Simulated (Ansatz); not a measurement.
# FH2NOSW: vertical ionisation energy

The task here is to estimate one member of a computed series from the others.

Method: unrestricted cation, the program's frozen cores in correlated methods; program: Ansatz 0.2.0, Gaussian basis.

Levels to be run: UKS PBE-D4/def2-TZVPP; UKS r2SCAN-D4/def2-TZVPP; UKS PBE0-D4/def2-TZVPP; UKS B3LYP-D4/def2-TZVPP; UKS wB97X-V/def2-TZVPP; UKS wB97M-V/def2-TZVPP; UKS B2PLYP/def2-TZVPP; UHF-CCSD(T)/def2-TZVPP; UHF-MP2/def2-QZVPP; extrapolation to the limit; then −ε(HOMO) from the neutral's earlier runs with LDA (SPW92), PBE-D4, revPBE-D4, BLYP-D4, r2SCAN-D4, B97M-V, PBE0-D4, B3LYP-D4, r2SCANh-D4, r2SCAN0-D4, HSE06-D4, BHLYP-D4, CAM-B3LYP-D4, LC-ωPBE, ωB97X-V, ωB97M-V.

**The geometry**

An earlier PBE0-D4 in a triple-zeta def2 set relaxation fixed the geometry. W takes the def2 core potential; no spin-orbit term is included.

7 atoms, charge 0, spin multiplicity 1.

Atoms are counted from 1 here; the program's logs count them from 0.

Bond lengths: N1–W2 1.920 Å, N1–H6 1.010 Å, N1–H7 1.009 Å, W2–O3 1.695 Å, W2–F4 1.860 Å, W2–S5 2.133 Å. Angles: W2–N1–H6 122.5°, W2–N1–H7 124.3°, H6–N1–H7 111.8°, N1–W2–O3 106.8°, N1–W2–F4 110.8°, N1–W2–S5 108.1°, O3–W2–F4 109.8°, O3–W2–S5 110.9°, F4–W2–S5 110.4°.

Set-up of the first run:

File in.yaml:

```yaml
crystal:
  periodic: [false, false, false]
  atoms:
    - {symbol: N, position_ang: [-0.508169, 0.942671, -0.520730]}
    - {symbol: W, position_ang: [0.319662, -0.628324, 0.209779]}
    - {symbol: O, position_ang: [-0.886294, -1.815271, 0.311740]}
    - {symbol: F, position_ang: [1.696131, -1.223333, -0.890918]}
    - {symbol: S, position_ang: [1.073182, -0.141661, 2.145331]}
    - {symbol: H, position_ang: [-1.381622, 0.910601, -1.026849]}
    - {symbol: H, position_ang: [-0.251789, 1.887317, -0.274052]}
basis:
  gaussian: {orbitals: def2-TZVPP}
total_charge: 1
magnetization: {spin_polarized: true, initial_magnetization: 1}
hamiltonian: {xc: pbe, dispersion: d4}
```

Started as:

```
> ansatz run in.yaml --threads 2 --pin off --events-out ev --progress --plain --max-ram 31744MiB --backend cpu
```

Steps of the session up to this table: Cation, UKS PBE-D4/def2-TZVPP; Cation, UKS r2SCAN-D4/def2-TZVPP; Cation, UKS PBE0-D4/def2-TZVPP; Cation, UKS B3LYP-D4/def2-TZVPP; Cation, UKS wB97X-V/def2-TZVPP; Cation, UKS wB97M-V/def2-TZVPP; Cation, UKS B2PLYP (frozen core)/def2-TZVPP; Cation, UHF-CCSD(T)/def2-TZVPP; Cation, UHF-MP2/def2-QZVPP.

One of the session's tables, all rows but one given; the rest of the session is left out.

For comparison, −ε(HOMO) of the neutral from earlier runs:

| functional | −ε(HOMO) (eV) |
| --- | --- |
| LDA (SPW92) | ? |
| PBE-D4 | 6.51 |
| revPBE-D4 | 6.44 |
| BLYP-D4 | 6.35 |
| r2SCAN-D4 | 6.82 |
| B97M-V | 6.85 |
| PBE0-D4 | 7.76 |
| B3LYP-D4 | 7.52 |
| r2SCANh-D4 | 7.28 |
| r2SCAN0-D4 | 7.97 |
| HSE06-D4 | 7.36 |
| BHLYP-D4 | 8.86 |
| CAM-B3LYP-D4 | 9.04 |
| LC-ωPBE | 10.35 |
| ωB97X-V | 10.01 |
| ωB97M-V | 9.87 |

**Question.** Estimate the row for LDA (SPW92).

**Answer.** −ε(HOMO) (eV): 6.70. In the column «−ε(HOMO) (eV)» it lies between PBE-D4 (6.51) and r2SCAN-D4 (6.82).

Caveats from the session: The cation may have settled in a state other than its lowest; no search over hole states beyond the program's own was made.
